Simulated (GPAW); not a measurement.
Crystal: Sc3Te.

```
Sc Te
1.0
     0.00000    3.56950    3.56950
     3.56950    0.00000    3.56950
     3.56950    3.56950    0.00000
Sc Te
3 1
Direct
  0.25000 0.25000 0.25000
  0.75000 0.75000 0.75000
  0.50000 0.50000 0.50000
  0.00000 0.00000 0.00000
```

The cell was built by a generator and needn't be a form met in nature.

* Program: GPAW 26.7.0
* Task: relaxation of cell and atoms
* Functional: PBE
* Dispersion: D4
* Potentials or basis: GPAW PAW data sets (gpaw-data 1.2.1)
* Cutoff: 600 eV
* Basis: pw
* k mesh: 5 × 5 × 5
* Occupations: fermi-dirac, width 0.05 eV
* Spin: no spin polarisation

At the start: pressure -2.9 GPa; volume 22.74 Å³/atom.

Task: How do energy, volume and symmetry change on relaxing?

Result: Over 4 steps the energy falls by 11.4 meV/atom and the volume is 21.63 Å³/atom (-4.9 %); space group Fm-3m (No. 225, to 0.05 Å).

Step by step:
| step | energy change (eV) | largest force (eV/Å) | pressure (GPa) | volume (Å³) |
| --- | --- | --- | --- | --- |
| 1 | 0.0000 | 0.0000 | -2.85 | 90.96 |
| 2 | -0.0072 | 0.0001 | -2.65 | 90.57 |
| 3 | -0.0447 | 0.0001 | 0.41 | 85.93 |
| 4 | -0.0454 | 0.0001 | -0.02 | 86.51 |

Final structure:
```cif
data_structure
_symmetry_space_group_name_H-M 'P 1'
_symmetry_Int_Tables_number 1
_cell_length_a 4.9643
_cell_length_b 4.9643
_cell_length_c 4.9643
_cell_angle_alpha 60.000
_cell_angle_beta 60.000
_cell_angle_gamma 60.000
_cell_volume 86.51
loop_
_atom_site_label
_atom_site_type_symbol
_atom_site_fract_x
_atom_site_fract_y
_atom_site_fract_z
_atom_site_occupancy
Sc1 Sc 0.25000 0.25000 0.25000 1
Sc2 Sc 0.75000 0.75000 0.75000 1
Sc3 Sc 0.50000 0.50000 0.50000 1
Te1 Te 0.00000 0.00000 0.00000 1
```

Caveat: later steps reuse the first step's grids; pairwise dispersion overbinds metals, which lowers pressure and volume.
